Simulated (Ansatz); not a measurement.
Set up this calculation in Ansatz 0.2.0, as the native input.

```
Task                                : band structure
Functional                          : r2SCAN
Potentials or basis                 : Ansatz PAW
Cutoff                              : 500 eV (not typed: the program's choice for these potentials)
k mesh                              : 6 × 6 × 10
Occupations                         : fermi-dirac, width 0.05 eV
Spin                                : no spin polarisation
Path                                : [["G", "X", "M", "G", "Z", "R", "A", "Z"], ["X", "R"], ["M", "A"]]
Points for each segment of the path : 14
```

MoN2:

```
Mo N
1.0
     4.34805    0.00000    0.00000
     0.00000    4.34805    0.00000
     0.00000    0.00000    2.76746
Mo N
2 4
Direct
  0.00000 0.00000 0.00000
  0.50000 0.50000 0.00000
  0.61165 0.88835 0.50000
  0.38835 0.11165 0.50000
  0.11165 0.61165 0.50000
  0.88835 0.38835 0.50000
```

Measurements of this composition are mostly on another form, of space group No. 160.

The input as run:

input.yaml

```yaml
crystal:
  lattice:
    - [4.348053, 0.0, 0.0]
    - [0.0, 4.348053, 0.0]
    - [0.0, 0.0, 2.76746]
  atoms:
    - { symbol: Mo, position: [0.0, 0.0, 0.0] }
    - { symbol: Mo, position: [0.5, 0.5, 0.0] }
    - { symbol: "N", position: [0.611647, 0.888353, 0.5] }
    - { symbol: "N", position: [0.388353, 0.111647, 0.5] }
    - { symbol: "N", position: [0.111647, 0.611647, 0.5] }
    - { symbol: "N", position: [0.888353, 0.388353, 0.5] }
hamiltonian:
  xc: r2scan
  pseudopotentials: { kind: paw }
kpoints:
  mp_grid: { grid: [6, 6, 10] }
  band_path:
    path:
      - [[0.0, 0.0, 0.0], [0.0, 0.5, 0.0], [0.5, 0.5, 0.0], [0.0, 0.0, 0.0], [0.0, 0.0, 0.5], [0.0, 0.5, 0.5], [0.5, 0.5, 0.5], [0.0, 0.0, 0.5]]
      - [[0.0, 0.5, 0.0], [0.0, 0.5, 0.5]]
      - [[0.5, 0.5, 0.0], [0.5, 0.5, 0.5]]
    npoints: 14
scf:
  occupations: { method: fermi_dirac, width: 0.05 }
  n_extra_bands: 15
output:
  forces: true
  stress: true
  eigenvalues: true
  fatbands: false
```

Potentials or basis: Ansatz PAW.

Run with:

```console
$ ansatz run input.yaml --threads 2 --pin off --max-ram 5632MiB --backend cpu --events-out ev --progress --plain --runs-dir out
```

It gave:

| Quantity | Value |
| --- | --- |
| Pressure | -8.0 GPa |
| Largest force | 0.019 eV/Å |
| Band gap on the k mesh | none (metal or under the smearing width) |

Caveat: the PAW data sets come from PBE, with cores solved anew for the run's functional, which leaves a small shift of forces and pressure.

Wall time 24 s on 2 threads of Arm Neoverse N1 (shared host), peak memory 0.5 GiB.
